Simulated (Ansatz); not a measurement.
# C₃H₁₁AlOSi: up Jacob's ladder to CCSD(T)

One table from this session's results is given with a row withheld; the runs are named, their logs left out.

The runs use Ansatz 0.2.0, Gaussian basis; functionals in def2-TZVPP, the program's frozen cores in correlated methods.

The runs, in order: LDA (SPW92), PBE-D4, revPBE-D4, BLYP-D4, r2SCAN-D4, B97M-V, PBE0-D4, B3LYP-D4, r2SCANh-D4, r2SCAN0-D4, HSE06-D4, BHLYP-D4, CAM-B3LYP-D4, LC-ωPBE, ωB97X-V, ωB97M-V, B2PLYP, PBE-QIDH; CCSD(T)/def2-SVP; MP2/def2-TZVPP; RPA on PBE.

1 further run of the same task is left out (it didn't finish). Runs told in other sessions of the task aren't counted.

### Structure used throughout

An earlier PBE0-D4 in a triple-zeta def2 set relaxation fixed the geometry.

SMILES `C[Si](C)(C)[O][AlH2]`, 17 atoms, charge 0, spin multiplicity 1.

Atoms are counted from 1 here; the program's logs count them from 0.

Bond lengths: C1–Si2 1.868 Å, C1–H7 1.094 Å, C1–H8 1.093 Å, C1–H9 1.093 Å, Si2–C3 1.868 Å, Si2–C4 1.868 Å, Si2–O5 1.637 Å, C3–H10 1.093 Å, C3–H11 1.094 Å, C3–H12 1.093 Å, C4–H13 1.093 Å, C4–H14 1.094 Å, C4–H15 1.093 Å, O5–Al6 1.675 Å, Al6–H16 1.582 Å, Al6–H17 1.582 Å. Angles: Si2–C1–H7 111.2°, Si2–C1–H8 111.1°, Si2–C1–H9 111.0°, H7–C1–H8 107.7°, H7–C1–H9 107.9°, H8–C1–H9 107.9°, C1–Si2–C3 110.2°, C1–Si2–C4 110.1°, C1–Si2–O5 109.0°, C3–Si2–C4 110.2°, C3–Si2–O5 108.5°, C4–Si2–O5 108.9°, Si2–C3–H10 111.0°, Si2–C3–H11 111.1°, Si2–C3–H12 111.0°, H10–C3–H11 107.8°, H10–C3–H12 108.0°, H11–C3–H12 107.8° and more.

The first run:

Contents of in.yaml:

```yaml
crystal:
  periodic: [false, false, false]
  atoms:
    - {symbol: C, position_ang: [-0.013226, -1.664237, 1.057664]}
    - {symbol: Si, position_ang: [0.116964, -0.219477, -0.119628]}
    - {symbol: C, position_ang: [1.911409, 0.177910, -0.455450]}
    - {symbol: C, position_ang: [-0.765704, -0.614105, -1.718073]}
    - {symbol: O, position_ang: [-0.585603, 1.090701, 0.565039]}
    - {symbol: Al, position_ang: [-1.306895, 2.415328, 1.293171]}
    - {symbol: H, position_ang: [0.452464, -2.559879, 0.636863]}
    - {symbol: H, position_ang: [-1.058349, -1.902114, 1.273535]}
    - {symbol: H, position_ang: [0.482820, -1.442436, 2.006279]}
    - {symbol: H, position_ang: [2.003847, 1.031093, -1.132831]}
    - {symbol: H, position_ang: [2.423692, -0.671338, -0.916224]}
    - {symbol: H, position_ang: [2.438667, 0.423305, 0.470365]}
    - {symbol: H, position_ang: [-0.714567, 0.229072, -2.411993]}
    - {symbol: H, position_ang: [-0.319999, -1.482442, -2.211469]}
    - {symbol: H, position_ang: [-1.820938, -0.837577, -1.539201]}
    - {symbol: H, position_ang: [-1.954855, 3.523908, 0.369573]}
    - {symbol: H, position_ang: [-1.308824, 2.501791, 2.872678]}
basis:
  gaussian: {orbitals: def2-TZVPP}
hamiltonian: {xc: lda}
output: {orbitals: {seedname: orbitals}}
```

Run with:

```bash
$ ansatz run in.yaml --threads 4 --pin off --events-out ev --progress --plain --max-ram 11315MiB
```

Among the steps run: LDA; PBE-D4 (GGA); revPBE-D4 (GGA); BLYP-D4 (GGA); r2SCAN-D4 (meta-GGA); B97M-V (meta-GGA); PBE0-D4 (hybrid); B3LYP-D4 (hybrid); r2SCANh-D4 (hybrid); r2SCAN0-D4 (hybrid); HSE06-D4 (hybrid); BHLYP-D4 (hybrid); CAM-B3LYP-D4 (range-separated); LC-ωPBE (range-separated); ωB97X-V (range-separated); ωB97M-V (range-separated); B2PLYP (double hybrid); PBE-QIDH (double hybrid).

One of the session's tables, all rows but one given; the rest of the session is left out.

It belongs to the step «Orbital energies across the functionals». 

```
  functional  HOMO (eV)  gap (eV)
 LDA (SPW92)      -6.56      4.58
      PBE-D4      -6.46      4.71
   revPBE-D4      -6.42      4.77
     BLYP-D4      -6.38      4.72
   r2SCAN-D4      -6.78      5.40
      B97M-V      -6.89      5.21
     PBE0-D4      -7.80      6.82
    B3LYP-D4      -7.61      6.40
  r2SCANh-D4          ?         ?
  r2SCAN0-D4      -8.02      7.26
    HSE06-D4      -7.40      6.05
    BHLYP-D4      -9.09      8.84
CAM-B3LYP-D4      -9.21      9.11
     LC-ωPBE     -10.53     11.55
     ωB97X-V     -10.20     11.08
     ωB97M-V     -10.06     10.63
```

Q: Estimate the row for r2SCANh-D4 from the others.

Worked estimate for «HOMO (eV)». Against the share of exact exchange, r2SCAN-D4 (0, -6.78), r2SCAN0-D4 (0.25, -8.02) give a slope of -4.96 per unit share; at 0.1 the line stands at -7.28.

**Answer.** HOMO (eV): -7.27; gap (eV): 6.15. In «HOMO (eV)» the line misses by -0.01.
